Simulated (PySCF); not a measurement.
# The bond of Ge₂, level by level

One job finds the state of Ge₂, follows it along the bond with each method and fits the curves.

Method: Ge def2-TZVPPD, no relativity; program: PySCF 2.14.0.

**1. Set-up**

A driver script around PySCF takes these settings:

```json
{
  "atoms": "Ge, Ge",
  "charge": "0",
  "basis": "Ge def2-TZVPPD",
  "Hamiltonian": "no relativity",
  "basis functions": "108",
  "electrons treated": "64",
  "masses in u": "73.9212, 73.9212",
  "levels": "PBE0, PBE, r²SCAN, r²SCANh, TPSS, TPSSh, PW91, M06, CAM-B3LYP, HF, MP2, SCS-MP2, CCSD, CCSD(T)",
  "grid": "80 radial by 434 angular points",
  "occupations": "held fixed by the projection of orbital angular momentum",
  "dissociation limit": "Ge + Ge, each in its ground configuration",
  "starting distance in angstrom": "2.320",
  "values of 2S to try": "0, 2, 4"
}
```

Command:

```sh
OMP_NUM_THREADS=2 python dia.py task.json out
```

Further steps of the session: The PBE0 curve of the state that the search chose; Higher solutions at PBE0; PBE; r²SCAN (meta-GGA); r²SCANh; TPSS (meta-GGA); TPSSh (hybrid meta-GGA); PW91; M06; CAM-B3LYP; UHF; Adding correlation.

What does the calculation give? Wanted: for each run, Re; ωe; De.

**Answer**, as computed:

Lowest PBE0 solution found, without spin–orbit coupling: ³Σg⁻ (triplet), unpaired electrons π ↑↑. State 2 has its PBE0 minimum 0.20 eV higher, as a spin-mixed determinant (⟨S²⟩ = 1.01), so this is no gap between pure states. State 3 has its PBE0 minimum 0.20 eV higher. State 4 has its PBE0 minimum 0.39 eV higher, as a spin-mixed determinant (⟨S²⟩ = 1.01), so this is no gap between pure states. The other levels ran on the lowest alone.

```
      level  Re (Å)  ωe (cm⁻¹)  De (eV)
        UHF   2.351        327     1.39
    UHF-MP2   2.360        305     2.78
UHF-SCS-MP2   2.358        310     2.58
   UHF-CCSD   2.364        308     2.63
UHF-CCSD(T)   2.379      296.8     2.81
        PBE   2.417      274.0     3.23
       PW91   2.415      274.4     3.26
       TPSS   2.403      279.2     3.13
     r²SCAN   2.383      290.0     3.14
      TPSSh   2.389      287.7     3.04
    r²SCANh   2.374      296.1     3.05
       PBE0   2.380      295.7     2.99
        M06   2.392      288.0     3.09
  CAM-B3LYP   2.357        307     2.80
```

De is counted to Ge + Ge in their ground configurations.

Differences from CCSD(T) in the same basis:

```csv
level,Re (mÅ),ωe (%)
UHF,-28,+10.3
UHF-MP2,-18,+2.6
UHF-SCS-MP2,-20,+4.3
UHF-CCSD,-14,+3.7
PBE,+39,-7.7
PW91,+36,-7.6
TPSS,+24,-5.9
r²SCAN,+4,-2.3
TPSSh,+10,-3.1
r²SCANh,-5,-0.3
PBE0,+1,-0.4
M06,+13,-3.0
CAM-B3LYP,-21,+3.4
```

Judged by CCSD(T) in the same basis: best bond length PBE0 (+1 mÅ), worst PBE (+39 mÅ); best wavenumber r²SCANh (-0.3 %), worst UHF (+10.3 %). Hartree–Fock falls on the short and stiff side, its usual fault. PBE has the long and soft bond that GGAs tend to give. Among the levels with a De in the table, it runs from 1.39 eV (UHF) to 3.26 eV (PW91).

Correlated steps freeze 18 core orbitals. At UHF the stretched side of the curve climbs above De, by a hump or because the determinant held fixed goes to a higher limit.
